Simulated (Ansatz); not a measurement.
**C₂H₅NSeSi: a ladder of functionals and wavefunction methods**

How much do the methods differ for C₂H₅NSeSi? The plan is to run it at one geometry with functionals of several rungs and with coupled cluster. The yardstick is the atomisation energy at the CCSD(T) limit.

Computed with Ansatz 0.2.0, Gaussian basis. Level: functionals in def2-TZVPP, the program's frozen cores in correlated methods.

Plan: PBE-D4, r2SCAN-D4, PBE0-D4, B3LYP-D4, ωB97X-V, ωB97M-V, B2PLYP; CCSD(T)/def2-TZVPP; MP2/def2-QZVPP; extrapolation to the limit.

**1. The geometry**

An earlier PBE0-D4 in a triple-zeta def2 set relaxation fixed the geometry.

SMILES `C[SiH2][Se]C#N`, 10 atoms, charge 0, spin multiplicity 1.

Atoms are counted from 1 here; the program's logs count them from 0.

Bond lengths: C1–Si2 1.855 Å, C1–H6 1.091 Å, C1–H7 1.092 Å, C1–H8 1.093 Å, Si2–Se3 2.320 Å, Si2–H9 1.485 Å, Si2–H10 1.482 Å, Se3–C4 1.830 Å, C4–N5 1.155 Å. Angles: Si2–C1–H6 111.0°, Si2–C1–H7 110.1°, Si2–C1–H8 109.9°, H6–C1–H7 108.7°, H6–C1–H8 108.8°, H7–C1–H8 108.4°, C1–Si2–Se3 110.5°, C1–Si2–H9 113.7°, C1–Si2–H10 112.4°, Se3–Si2–H9 101.5°, Se3–Si2–H10 107.8°, H9–Si2–H10 110.3°, Si2–Se3–C4 92.7°, Se3–C4–N5 179.5°.

**2. PBE-D4 (GGA)**

in.yaml

```yaml
crystal:
  periodic: [false, false, false]
  atoms:
    - {symbol: C, position_ang: [-1.073968, -0.508716, 0.610804]}
    - {symbol: Si, position_ang: [0.683426, 0.049833, 0.815981]}
    - {symbol: Se, position_ang: [1.888759, -0.325204, -1.130362]}
    - {symbol: C, position_ang: [0.704493, 0.625984, -2.151480]}
    - {symbol: N, position_ang: [-0.049751, 1.218425, -2.794805]}
    - {symbol: H, position_ang: [-1.121565, -1.576216, 0.389608]}
    - {symbol: H, position_ang: [-1.549358, 0.038974, -0.205761]}
    - {symbol: H, position_ang: [-1.635016, -0.314461, 1.529006]}
    - {symbol: H, position_ang: [1.452331, -0.752379, 1.800506]}
    - {symbol: H, position_ang: [0.783750, 1.492463, 1.139601]}
basis:
  gaussian: {orbitals: def2-TZVPP}
hamiltonian: {xc: pbe, dispersion: d4}
output: {forces: true, orbitals: {seedname: orbitals}}
```

Started as:

```
$ ansatz run in.yaml --threads 4 --pin off --events-out ev --progress --plain --max-ram 10444MiB
```

After this run come: r2SCAN-D4 (meta-GGA); PBE0-D4 (hybrid); B3LYP-D4 (hybrid); ωB97X-V (range-separated); ωB97M-V (range-separated); B2PLYP (double hybrid); CCSD(T) in def2-TZVPP; MP2 in def2-QZVPP.

Q: Predict the results of all the runs planned. Wanted: atomisation energy, CCSD(T)/CBS; farthest; mean size of error, hybrid; mean size of error, range-separated; gap, smallest and largest; T1 diagnostic; triples share of the correlation energy.

**Answer**, as computed:

```
                               quantity                                           value
        atomisation energy, CCSD(T)/CBS                                  887.2 kcal/mol
functionals within 8.9 kcal/mol (1.0 %)  r2SCAN-D4, PBE0-D4, B3LYP-D4, ωB97X-V, ωB97M-V
                               farthest                         PBE-D4 (+22.0 kcal/mol)
             mean size of error, hybrid                                    0.6 kcal/mol
    mean size of error, range-separated                                    1.9 kcal/mol
              gap, smallest and largest            4.85 eV (PBE-D4), 11.22 eV (ωB97X-V)
                          T1 diagnostic                                          0.0117
triples share of the correlation energy                                           4.4 %
```

In words: PBE-D4 is off by +22.0 kcal/mol. Double hybrids carry the basis error of their MP2 part in triple zeta, and no dispersion term here, so their miss is partly the set-up's. Misses under about 8.9 kcal/mol are within the doubt on the reference itself, which lacks core-valence correlation, relativity and higher excitations, and its outer-core shells are covered unevenly. All levels share the lack of spin-orbit coupling, which lowers the free heavy atoms and so the true binding. Hartree-Fock recovers 70 % of the binding; the rest is correlation. The gap grows from 4.9 to 11.2 eV across the functionals, mostly with the share of exact exchange. Correlated methods include outer-core shells of Se, which these sets cover unevenly.
